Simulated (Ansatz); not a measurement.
SbAs, space group R-3m, a surface slab

With Ansatz's Python interface.

Input file `sbas.cif`:
```cif
data_SbAs
_cell_length_a 4.295405
_cell_length_b 4.295405
_cell_length_c 4.295405
_cell_angle_alpha 55.88460
_cell_angle_beta 55.88460
_cell_angle_gamma 55.88460
_symmetry_space_group_name_H-M 'P 1'
_symmetry_Int_Tables_number 1
loop_
_symmetry_equiv_pos_as_xyz
'x, y, z'
loop_
_atom_site_label
_atom_site_type_symbol
_atom_site_fract_x
_atom_site_fract_y
_atom_site_fract_z
Sb1 Sb    0.500000    0.500000    0.500000
As2 As    0.000000    0.000000    0.000000
```

The cells in order, each with its output:

In [1]:
```python
import warnings

import ansatz as az
from ase.build import surface
from ase.io import read
import numpy as np
```

In [2]:
```python
warnings.simplefilter("ignore", az.DeckWarning)
```

In [3]:
```python
atoms = read("sbas.cif")
# Miller indices count the vectors of the cell as typed
slab = surface(atoms, (1, 1, 1), 2, vacuum=7.0)
slab.pbc = True
```

In [4]:
```python
print(slab.get_chemical_formula(), "area {:.3f} A^2, cell height {:.2f} A".format(np.linalg.norm(np.cross(slab.cell[0], slab.cell[1])), slab.cell[2, 2]))


def common(structure):
    return (
        az.Crystal.from_ase(structure).calculation()
        .functional(az.Functional.LDA)
        .basis(19 * az.Ha)
        .occupations("Gaussian")
    )
```
```text
As2Sb2 area 14.034 A^2, cell height 19.42 A
```

In [5]:
```python
calculation = common(slab)
calculation = calculation.kpoints(4, 4, 1)
calculation = calculation.electric_field(axis=3, dipole_correction=True)
calculation = calculation.potential()
calculation = calculation.forces()
out = calculation.run(threads=1)
rep = out.report
```
```text
RunWarning: The output density's exchange-correlation potential varies sharply where the density is thin. Do not read a vacuum level from v_tot or v_xc, or from such a field of the output density. On a cell that repeats whose density bears no net charge and [...]
```

In [6]:
```python
rep["n_iterations"], rep["closed_by"]
```
Out [6]:
```text
(9, 'deck_thresholds')
```

In [7]:
```python
rep["n_kpoints"], rep["n_symmetry_ops"], rep["n_pw"]
```
Out [7]:
```text
(4, 6, 7303)
```

In [8]:
```python
rep["n_electrons"]
```
Out [8]:
```text
60.0
```

In [9]:
```python
print(f"slab free energy {rep['free_energy_ev']:.4f} eV, Fermi level {rep['fermi_energy_ev']:.3f} eV")
for key, value in rep["work_function"].items():
    if isinstance(value, float):
        print(f"{key:34s} {value:12.5f}")
```
```text
slab free energy -22217.3815 eV, Fermi level 0.950 eV
ramp_position                           0.95000
ramp_width                              0.10000
amplitude_v_ang                         0.00000
dipole_field_v_ang                      0.02513
dipole_moment_e_ang                     0.03785
phi_plus_ev                             4.20594
phi_minus_ev                            4.69397
vacuum_level_plus_ev                    5.15583
vacuum_level_minus_ev                   5.64386
flatness_plus_ev_ang                    0.00036
flatness_minus_ev_ang                   0.00009
ramp_density_extremum_e_ang3            0.00000
ramp_density_minimum_e_ang3             0.00000
ramp_density_bound_e_ang3               0.00001
ramp_density_effective_e_ang3           0.00000
plane_spacing_ang                       0.12946
```

In [10]:
```python
# two faces, so half the excess energy for each
bulk = common(atoms).kpoints(7, 7, 7).run(threads=1).report
excess = rep["free_energy_ev"] - bulk["free_energy_ev"] * len(slab) / len(atoms)
area = np.linalg.norm(np.cross(slab.cell[0], slab.cell[1]))
print(f"mean surface energy {excess / (2 * area) * 16.02177:.3f} J/m^2 ({1000 * excess / (2 * area):.1f} meV/A^2)")
```
```text
mean surface energy 0.760 J/m^2 (47.4 meV/A^2)
```

In [11]:
```python
print("z (A) and force along z (eV/A)")
for site, force in sorted(zip(out.lattice.sites, rep["forces_ev_ang"]), key=lambda pair: pair[0].position_ang[2]):
    print(f"{site.symbol:3s} {site.position_ang[2]:8.3f} {force[2]:9.4f}")
```
```text
z (A) and force along z (eV/A)
As     7.000    2.6650
Sb     8.806   -2.4340
As    10.612    1.9602
Sb    12.419   -2.1912
```

Reading the output:
- Absolute energies stand on the zero of these potentials, so only differences at equal settings mean something. A total without «per atom» is that of the cell as typed.
- Only differences from the Fermi energy are physical; the zero of the scale is a convention.
- The starting cell is as deposited in a crystallographic database; the results hold for this polymorph, which needn't be the stable one.
- Warnings are shown shortened and without file and line.
- The slab is thin and cut from the structure as given; a cut can leave two unlike or polar faces, and the surface energy is then their mean. Miller indices refer to the vectors of the cell as typed, and the lattice isn't relaxed for this functional, so relaxation and surface energy can hold strain.
- The script silences the warnings on its input, which a real study should read.
- Wall time of the script: 8 s on 1 thread of Arm Neoverse V2, with other jobs on the host, peak memory 0.55 GiB.

(Lines on the test bed's own set-up are left out of the output.)
